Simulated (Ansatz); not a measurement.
# W3N4: the cost of one run

Method: DFT PBE, scalar-relativistic, plane waves, PAW, in Ansatz 0.2.0.

**1. The system as given**

It takes space group Pm-3m (No. 221, cubic). Conventional cell: a = 4.122 Å, b = 4.122 Å, c = 4.122 Å, α = 90.00°, β = 90.00°, γ = 90.00°. Around W (site symmetry 4/mmm) lie 6 N at 2.06 Å. N (site symmetry m-3m) is surrounded by 6 W at 2.06 Å. N (site symmetry 4/mmm) has 4 W at 2.06 Å as nearest neighbours.

Coordinates:

```
CELL_PARAMETERS angstrom
8.24400 0.00000 0.00000
0.00000 8.24400 0.00000
0.00000 0.00000 8.24400
ATOMIC_POSITIONS crystal
W 0.25000 0.25000 0.00000
W 0.25000 0.25000 0.50000
W 0.25000 0.75000 0.00000
W 0.25000 0.75000 0.50000
W 0.75000 0.25000 0.00000
W 0.75000 0.25000 0.50000
W 0.75000 0.75000 0.00000
W 0.75000 0.75000 0.50000
W 0.00000 0.25000 0.25000
W 0.00000 0.25000 0.75000
W 0.00000 0.75000 0.25000
W 0.00000 0.75000 0.75000
W 0.50000 0.25000 0.25000
W 0.50000 0.25000 0.75000
W 0.50000 0.75000 0.25000
W 0.50000 0.75000 0.75000
W 0.25000 0.00000 0.25000
W 0.25000 0.00000 0.75000
W 0.25000 0.50000 0.25000
W 0.25000 0.50000 0.75000
W 0.75000 0.00000 0.25000
W 0.75000 0.00000 0.75000
W 0.75000 0.50000 0.25000
W 0.75000 0.50000 0.75000
N 0.25000 0.25000 0.25000
N 0.25000 0.25000 0.75000
N 0.25000 0.75000 0.25000
N 0.25000 0.75000 0.75000
N 0.75000 0.25000 0.25000
N 0.75000 0.25000 0.75000
N 0.75000 0.75000 0.25000
N 0.75000 0.75000 0.75000
N 0.25000 0.00000 0.00000
N 0.25000 0.00000 0.50000
N 0.25000 0.50000 0.00000
N 0.25000 0.50000 0.50000
N 0.75000 0.00000 0.00000
N 0.75000 0.00000 0.50000
N 0.75000 0.50000 0.00000
N 0.75000 0.50000 0.50000
N 0.00000 0.25000 0.00000
N 0.00000 0.25000 0.50000
N 0.00000 0.75000 0.00000
N 0.00000 0.75000 0.50000
N 0.50000 0.25000 0.00000
N 0.50000 0.25000 0.50000
N 0.50000 0.75000 0.00000
N 0.50000 0.75000 0.50000
N 0.00000 0.00000 0.25000
N 0.00000 0.00000 0.75000
N 0.00000 0.50000 0.25000
N 0.00000 0.50000 0.75000
N 0.50000 0.00000 0.25000
N 0.50000 0.00000 0.75000
N 0.50000 0.50000 0.25000
N 0.50000 0.50000 0.75000
```

The runs take a perfect supercell of 56 atoms; the defect goes to fractional position (0.250, 0.250, 0.000).

**2. The perfect supercell**

input.yaml reads:

```yaml
crystal:
  lattice:
    - [8.244, 0.0, 0.0]
    - [0.0, 8.244, 0.0]
    - [0.0, 0.0, 8.244]
  atoms:
    - { symbol: W, position: [0.25, 0.25, 0.0] }
    - { symbol: W, position: [0.25, 0.25, 0.5] }
    - { symbol: W, position: [0.25, 0.75, 0.0] }
    - { symbol: W, position: [0.25, 0.75, 0.5] }
    - { symbol: W, position: [0.75, 0.25, 0.0] }
    - { symbol: W, position: [0.75, 0.25, 0.5] }
    - { symbol: W, position: [0.75, 0.75, 0.0] }
    - { symbol: W, position: [0.75, 0.75, 0.5] }
    - { symbol: W, position: [0.0, 0.25, 0.25] }
    - { symbol: W, position: [0.0, 0.25, 0.75] }
    - { symbol: W, position: [0.0, 0.75, 0.25] }
    - { symbol: W, position: [0.0, 0.75, 0.75] }
    - { symbol: W, position: [0.5, 0.25, 0.25] }
    - { symbol: W, position: [0.5, 0.25, 0.75] }
    - { symbol: W, position: [0.5, 0.75, 0.25] }
    - { symbol: W, position: [0.5, 0.75, 0.75] }
    - { symbol: W, position: [0.25, 0.0, 0.25] }
    - { symbol: W, position: [0.25, 0.0, 0.75] }
    - { symbol: W, position: [0.25, 0.5, 0.25] }
    - { symbol: W, position: [0.25, 0.5, 0.75] }
    - { symbol: W, position: [0.75, 0.0, 0.25] }
    - { symbol: W, position: [0.75, 0.0, 0.75] }
    - { symbol: W, position: [0.75, 0.5, 0.25] }
    - { symbol: W, position: [0.75, 0.5, 0.75] }
    - { symbol: "N", position: [0.25, 0.25, 0.25] }
    - { symbol: "N", position: [0.25, 0.25, 0.75] }
    - { symbol: "N", position: [0.25, 0.75, 0.25] }
    - { symbol: "N", position: [0.25, 0.75, 0.75] }
    - { symbol: "N", position: [0.75, 0.25, 0.25] }
    - { symbol: "N", position: [0.75, 0.25, 0.75] }
    - { symbol: "N", position: [0.75, 0.75, 0.25] }
    - { symbol: "N", position: [0.75, 0.75, 0.75] }
    - { symbol: "N", position: [0.25, 0.0, 0.0] }
    - { symbol: "N", position: [0.25, 0.0, 0.5] }
    - { symbol: "N", position: [0.25, 0.5, 0.0] }
    - { symbol: "N", position: [0.25, 0.5, 0.5] }
    - { symbol: "N", position: [0.75, 0.0, 0.0] }
    - { symbol: "N", position: [0.75, 0.0, 0.5] }
    - { symbol: "N", position: [0.75, 0.5, 0.0] }
    - { symbol: "N", position: [0.75, 0.5, 0.5] }
    - { symbol: "N", position: [0.0, 0.25, 0.0] }
    - { symbol: "N", position: [0.0, 0.25, 0.5] }
    - { symbol: "N", position: [0.0, 0.75, 0.0] }
    - { symbol: "N", position: [0.0, 0.75, 0.5] }
    - { symbol: "N", position: [0.5, 0.25, 0.0] }
    - { symbol: "N", position: [0.5, 0.25, 0.5] }
    - { symbol: "N", position: [0.5, 0.75, 0.0] }
    - { symbol: "N", position: [0.5, 0.75, 0.5] }
    - { symbol: "N", position: [0.0, 0.0, 0.25] }
    - { symbol: "N", position: [0.0, 0.0, 0.75] }
    - { symbol: "N", position: [0.0, 0.5, 0.25] }
    - { symbol: "N", position: [0.0, 0.5, 0.75] }
    - { symbol: "N", position: [0.5, 0.0, 0.25] }
    - { symbol: "N", position: [0.5, 0.0, 0.75] }
    - { symbol: "N", position: [0.5, 0.5, 0.25] }
    - { symbol: "N", position: [0.5, 0.5, 0.75] }
basis:
  ecutwfc: 420
  fft_grid_basis: typed
kpoints:
  mp_grid: { grid: [2, 2, 2] }
hamiltonian:
  xc: pbe
  pseudopotentials: { kind: paw }
scf:
  occupations: { method: gaussian, width: 0.05 }
output:
  forces: true
  stress: false
  eigenvalues: true
  bader: false
  write_density: true
  volumetric_format: npy
```

Command:

```console
$ ansatz run input.yaml --threads 8 --pin off --max-ram 16384MiB --backend cpu --events-out ev --progress --plain --runs-dir out
```

**Question.** How long does this run take on 8 threads of Arm Neoverse N1, shared host, and how much memory does it need?

About 13 s, with a peak of 3.2 GiB.
